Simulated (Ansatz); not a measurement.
# RbGdO2: the cost of one run

Method: DFT r²SCAN+U (U_eff = 3 eV on Gd f, around-mean-field double counting), plane waves, PAW, no spin–orbit coupling unless a run says so, in Ansatz 0.2.0.

## (1) The system as given

It takes space group R-3m (No. 166, trigonal). Conventional cell: a = 3.564 Å, b = 3.564 Å, c = 19.407 Å, α = 90.00°, β = 90.00°, γ = 120.00°. Around Rb (site symmetry -3m) lie 6 O at 2.83 Å. Around Gd (site symmetry -3m) lie 6 O at 2.43 Å. O (site symmetry 3m) has 3 Gd at 2.43 Å and 3 Rb at 2.83 Å as nearest neighbours.

As a file:

```xyz
4
Lattice="1.7819 1.0288 6.4690 -1.7819 1.0288 6.4690 0.0000 -2.0576 6.4690" Properties=species:S:1:pos:R:3 pbc="T T T"
Rb    0.0000    0.0000    9.7034
Gd    0.0000    0.0000    0.0000
O     0.0000    0.0000    5.1758
O     0.0000    0.0000   14.2311
```

Magnetic order typed: ferromagnetic.

## (2) From atoms, symmetry kept, no search

input.yaml

```yaml
crystal:
  lattice:
    - [1.78189545, 1.02877782, 6.46896044]
    - [-1.78189545, 1.02877782, 6.46896044]
    - [0.0, -2.05755563, 6.46896044]
  atoms:
    - { symbol: Rb, position: [0.5, 0.5, 0.5] }
    - { symbol: Gd, position: [0.0, 0.0, 0.0], spin: 7.0 }
    - { symbol: O, position: [0.2667, 0.2667, 0.2667] }
    - { symbol: O, position: [0.7333, 0.7333, 0.7333] }
basis:
  ecutwfc: 500
  ecutrho_ratio: 4
kpoints:
  mp_grid: { grid: [6, 6, 6] }
hamiltonian:
  xc: r2scan
  hubbard: { sites: [{ site: 1, l: f, u_eff: 3.0 }], double_counting: amf }
scf:
  occupations: { method: gaussian, width: 0.05 }
  lower_state_search: "off"
  max_iter: 150
output:
  forces: true
  stress: true
  eigenvalues: true
  populations: true
  hubbard: { sites: [{ site: 1, l: f }] }
magnetization:
  spin_polarized: true
```

On the command line:

```
ansatz run input.yaml --threads 4 --pin off --max-ram 6144MiB --backend cpu --events-out ev --progress --plain --runs-dir out
```

What time and memory should one allow on 4 threads of Arm Neoverse N1, shared host?

About 22 s, with a peak of 0.71 GiB.
